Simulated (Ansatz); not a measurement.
# CH4ClNSeSi: vertical spin-state energies, by script

Which spin state of CH4ClNSeSi lies lowest at this geometry? A script is to give vertical spin-state energies; the system is CH4ClNSeSi. SMILES: N=C([SeH])[SiH2]Cl.

Program: Ansatz 0.2.0, driven from Python. Level of theory: MP2/cc-pVDZ. These are calculated values, not measurements.

## (1) The structure

Bond lengths: N1–C2 1.245 Å, C2–Se3 1.896 Å, C2–Si4 1.778 Å, Si4–Cl5 2.153 Å, N1–H6 1.100 Å, Se3–H7 1.574 Å, Si4–H8 1.459 Å, Si4–H9 1.532 Å. Angles: N1–C2–Se3 117.7°, N1–C2–Si4 123.9°, Se3–C2–Si4 118.3°, C2–N1–H6 120.7°, C2–Se3–H7 91.4°, C2–Si4–Cl5 109.7°, C2–Si4–H8 111.6°, C2–Si4–H9 111.5°, Cl5–Si4–H8 107.5°, Cl5–Si4–H9 107.1°, H8–Si4–H9 109.2°.

ch4clnsesi.xyz, read by the script:

```xyz
9

N     0.64050    1.56770   -0.31020
C     0.53710    0.32750   -0.31600
Se    2.04310   -0.68020   -0.87430
Si   -0.91610   -0.54940    0.21260
Cl   -2.57350   -0.04540   -1.06550
H    -0.21470    2.20180   -0.03520
H     2.61620   -0.70780    0.59120
H    -0.72900   -1.99500    0.13950
H    -1.31520   -0.16540    1.64080
```

## (2) Script

The input, spin_ch4clnsesi.py:

```python
import ansatz as az


def main() -> None:
    molecule = az.Crystal.molecule_from_extxyz("ch4clnsesi.xyz")

    calc = (
        molecule.calculation()
        .basis(gaussian="cc-pVDZ")
        .correlation("mp2")
    )
    found = {}
    for unpaired in [0, 2, 4]:
        summary = calc.spin("collinear", total=unpaired).run(threads=1, pin="off").report
        s = unpaired / 2
        found[unpaired] = summary["free_energy_ev"]
        print(f"2S+1 = {unpaired + 1}: E = {found[unpaired]:.5f} eV, <S^2> = {abs(summary['mean_field']['state']['spin_squared']):.3f} (pure state {s * (s + 1):.2f})")
    lowest = min(found, key=found.get)
    for unpaired, e in found.items():
        print(f"multiplicity {unpaired + 1}: {(e - found[lowest]):.3f} eV above the lowest")


if __name__ == "__main__":
    main()
```

## (3) The calls as engine input

The package turns the script's settings into the engine's input (first run):

```yaml
crystal:
  periodic: [false, false, false]
  atoms:
    - { symbol: "N", position_ang: [0.6405, 1.5677, -0.3102] }
    - { symbol: C, position_ang: [0.5371, 0.3275, -0.316] }
    - { symbol: Se, position_ang: [2.0431, -0.6802, -0.8743] }
    - { symbol: Si, position_ang: [-0.9161, -0.5494, 0.2126] }
    - { symbol: Cl, position_ang: [-2.5735, -0.0454, -1.0655] }
    - { symbol: H, position_ang: [-0.2147, 2.2018, -0.0352] }
    - { symbol: H, position_ang: [2.6162, -0.7078, 0.5912] }
    - { symbol: H, position_ang: [-0.729, -1.995, 0.1395] }
    - { symbol: H, position_ang: [-1.3152, -0.1654, 1.6408] }
basis:
  gaussian:
    orbitals: cc-pVDZ
magnetization:
  spin_polarized: true
  initial_magnetization: 0.0
correlation:
  method: mp2
```

## (4) The run

The run is started by

```sh
python spin_ch4clnsesi.py
```

**Question.** Which spin state is lowest at this geometry, and how far above lie the others?

The runs gave:

| quantity | value |
| --- | --- |
| runs compared | 3 |
| lowest | run 1 (2S+1 = 1) |
| next above it by | 3.343 eV |

What this shows: In order: multiplicity 1 (+0.00 eV), multiplicity 3 (+3.34 eV) and multiplicity 5 (+7.97 eV), all at the one geometry. The geometry is a force-field or estimated start, not a minimum of this method, and the basis set is short of its limit. All parts are taken at fixed geometry, without zero-point energy. S² is that of the Hartree-Fock reference.
